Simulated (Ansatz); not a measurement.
# C2H7BO2: basis-set convergence

How large a basis does C2H7BO2 need? Two functionals are run in growing sets.

Computed with Ansatz 0.2.0, Gaussian basis. Level: one geometry, several basis sets.

The runs, in order: PBE0-D4/def2-SVP; ωB97M-V/def2-SVP; PBE0-D4/def2-QZVPP; ωB97M-V/def2-QZVPP; the functionals' def2-TZVPP values are taken from earlier runs.

**1. The geometry**

All runs share one geometry, relaxed beforehand with PBE0-D4 in a triple-zeta def2 set.

SMILES `CBOCO`, 12 atoms, charge 0, spin multiplicity 1.

Atoms are counted from 1 here; the program's logs count them from 0.

Bond lengths: C1–B2 1.558 Å, C1–H6 1.096 Å, C1–H7 1.091 Å, C1–H8 1.095 Å, B2–O3 1.354 Å, B2–H9 1.206 Å, O3–C4 1.410 Å, C4–O5 1.385 Å, C4–H10 1.093 Å, C4–H11 1.096 Å, O5–H12 0.962 Å. Angles: B2–C1–H6 109.7°, B2–C1–H7 113.6°, B2–C1–H8 110.4°, H6–C1–H7 108.6°, H6–C1–H8 105.3°, H7–C1–H8 108.9°, C1–B2–O3 119.7°, C1–B2–H9 122.2°, O3–B2–H9 118.1°, B2–O3–C4 121.3°, O3–C4–O5 111.2°, O3–C4–H10 110.4°, O3–C4–H11 106.4°, O5–C4–H10 106.6°, O5–C4–H11 111.9°, H10–C4–H11 110.4°, C4–O5–H12 108.6°.

**2. PBE0-D4 in def2-SVP**

Input file in.yaml:

```yaml
crystal:
  periodic: [false, false, false]
  atoms:
    - {symbol: C, position_ang: [-1.827057, 0.854769, -0.636171]}
    - {symbol: B, position_ang: [-0.556308, -0.043249, -0.553790]}
    - {symbol: O, position_ang: [0.140458, -0.115781, 0.605390]}
    - {symbol: C, position_ang: [1.335958, -0.858352, 0.696675]}
    - {symbol: O, position_ang: [2.446305, -0.036184, 0.597996]}
    - {symbol: H, position_ang: [-1.693154, 1.613035, -1.416380]}
    - {symbol: H, position_ang: [-2.067023, 1.358377, 0.301863]}
    - {symbol: H, position_ang: [-2.693291, 0.263631, -0.952636]}
    - {symbol: H, position_ang: [-0.167293, -0.693253, -1.492175]}
    - {symbol: H, position_ang: [1.403964, -1.573431, -0.126762]}
    - {symbol: H, position_ang: [1.300285, -1.384601, 1.657090]}
    - {symbol: H, position_ang: [2.454055, 0.559742, 1.352901]}
basis:
  gaussian: {orbitals: def2-SVP}
hamiltonian: {xc: pbe0, dispersion: d4}
output: {orbitals: {seedname: orbitals}}
```

Further steps of the session: ωB97M-V in def2-SVP; PBE0-D4 in def2-QZVPP; ωB97M-V in def2-QZVPP.

Q: Predict the results of all the runs planned. Wanted: PBE0-D4: double and triple zeta above quadruple; ωB97M-V: double and triple zeta above quadruple.

As calculated:

| quantity | value |
| --- | --- |
| PBE0-D4: double and triple zeta above quadruple | 8.46, 0.40 eV |
| ωB97M-V: double and triple zeta above quadruple | 8.76, 0.39 eV |

What this shows: PBE0-D4 gains 8.06 eV from double to triple zeta, then 0.40 eV more. Total energies overstate the basis error of differences, where much of it tends to cancel. The LUMO of ωB97M-V is positive and keeps falling with the basis (2.41 to 1.67 eV): an unbound level that the basis holds in place.
